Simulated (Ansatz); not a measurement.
# In₂H₄Cl₂: small, medium and large basis sets

How large a basis does In₂H₄Cl₂ need? Two functionals are run in growing sets.

Method: one geometry, several basis sets; program: Ansatz 0.2.0, Gaussian basis.

Plan: PBE0-D4/def2-SVP; ωB97M-V/def2-SVP; PBE0-D4/def2-QZVPP; ωB97M-V/def2-QZVPP; the functionals' def2-TZVPP values are taken from earlier runs.

## (1) The relaxed structure

An earlier PBE0-D4 in a triple-zeta def2 set relaxation fixed the geometry. In takes the def2 core potential; no spin-orbit term is included.

SMILES `[Cl+]1[InH2-][Cl+][InH2-]1`, 8 atoms, charge 0, spin multiplicity 1.

Atoms are counted from 1 here; the program's logs count them from 0.

Bond lengths: Cl1–In2 2.558 Å, Cl1–In4 2.558 Å, In2–Cl3 2.558 Å, In2–H5 1.699 Å, In2–H6 1.699 Å, Cl3–In4 2.558 Å, In4–H7 1.699 Å, In4–H8 1.699 Å. Angles: In2–Cl1–In4 92.7°, Cl1–In2–Cl3 87.3°, Cl1–In2–H5 104.2°, Cl1–In2–H6 104.2°, Cl3–In2–H5 104.2°, Cl3–In2–H6 104.2°, H5–In2–H6 140.2°, In2–Cl3–In4 92.7°, Cl1–In4–Cl3 87.3°, Cl1–In4–H7 104.2°, Cl1–In4–H8 104.2°, Cl3–In4–H7 104.2°, Cl3–In4–H8 104.2°, H7–In4–H8 140.2°.

## (2) PBE0-D4 in def2-SVP

in.yaml

```yaml
crystal:
  periodic: [false, false, false]
  atoms:
    - {symbol: Cl, position_ang: [-1.747378, 0.159992, -0.195498]}
    - {symbol: In, position_ang: [0.139981, 1.829583, 0.246142]}
    - {symbol: Cl, position_ang: [1.747139, -0.160235, 0.197446]}
    - {symbol: In, position_ang: [-0.139957, -1.829561, -0.246313]}
    - {symbol: H, position_ang: [0.378664, 2.596472, -1.251234]}
    - {symbol: H, position_ang: [-0.011251, 2.204699, 1.896482]}
    - {symbol: H, position_ang: [0.011449, -2.202609, -1.897111]}
    - {symbol: H, position_ang: [-0.378637, -2.598342, 1.250087]}
basis:
  gaussian: {orbitals: def2-SVP}
hamiltonian: {xc: pbe0, dispersion: d4}
output: {orbitals: {seedname: orbitals}}
```

On the command line:

```sh
ansatz run in.yaml --threads 4 --pin off --events-out ev --progress --plain --max-ram 10444MiB
```

The runs that follow: ωB97M-V in def2-SVP; PBE0-D4 in def2-QZVPP; ωB97M-V in def2-QZVPP.

**Question.** What will the summary of the whole plan be? Wanted: PBE0-D4: double and triple zeta above quadruple; ωB97M-V: double and triple zeta above quadruple.

The runs gave:

| quantity | value |
| --- | --- |
| PBE0-D4: double and triple zeta above quadruple | 9.81, 0.84 eV |
| ωB97M-V: double and triple zeta above quadruple | 9.74, 0.81 eV |

In words: For PBE0-D4 the step from double to triple zeta gains 8.98 eV and the next only 0.84 eV. Total energies overstate the basis error of differences, where much of it tends to cancel.
